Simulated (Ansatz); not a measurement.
# CuRu2: the cost of one run

Method: DFT PBE, scalar-relativistic, plane waves, PAW, in Ansatz 0.2.0.

1 further run of the same task is left out (it didn't finish).

## (1) Starting point

Symmetry: P-3m1, No. 164, trigonal system. The conventional cell has a = 3.387 Å, b = 3.387 Å, c = 4.460 Å, α = 90.00°, β = 90.00°, γ = 120.00°. Cu (site symmetry -3m) has 6 Ru at 2.75 Å as nearest neighbours. Ru (site symmetry 3m) has 3 Ru at 2.05 Å as nearest neighbours.

Structure file:

```cif
data_structure
_symmetry_space_group_name_H-M 'P 1'
_symmetry_Int_Tables_number 1
_cell_length_a 3.3867
_cell_length_b 3.3867
_cell_length_c 4.4603
_cell_angle_alpha 90.000
_cell_angle_beta 90.000
_cell_angle_gamma 120.000
_cell_volume 44.30
loop_
_atom_site_label
_atom_site_type_symbol
_atom_site_fract_x
_atom_site_fract_y
_atom_site_fract_z
_atom_site_occupancy
Cu1 Cu 0.00000 0.00000 0.00000 1
Ru1 Ru 0.33333 0.66667 0.43200 1
Ru2 Ru 0.66667 0.33333 0.56800 1
```

A structure generator made this guess: species swapped into a database cell of BaSi2 (P-3m1, No. 164), with Cu on the Ba sites and Ru on the Si sites. Its size is a rough estimate.

## (2) A first look at the guess

File input.yaml:

```yaml
crystal:
  lattice:
    - [3.38667569, 0.0, 0.0]
    - [-1.69333785, 2.93294718, 0.0]
    - [0.0, 0.0, 4.46033637]
  atoms:
    - { symbol: Cu, position: [0.0, 0.0, 0.0] }
    - { symbol: Ru, position: [0.33333333, 0.66666667, 0.43200001] }
    - { symbol: Ru, position: [0.66666667, 0.33333333, 0.56799999] }
basis:
  ecutwfc: 420
kpoints:
  mp_grid: { grid: [6, 6, 4] }
hamiltonian:
  xc: pbe
scf:
  occupations: { method: gaussian, width: 0.1 }
  lower_state_search: "off"
output:
  forces: true
  stress: true
  eigenvalues: true
```

Launch:

```console
> ansatz run input.yaml --threads 1 --pin off --max-ram 2560MiB --backend cpu --events-out ev --progress --plain --runs-dir out
```

**Question.** How long does this run take on 1 thread of Arm Neoverse V2, shared host, and how much memory does it need?

About 1.5 s, with a peak of 0.31 GiB.
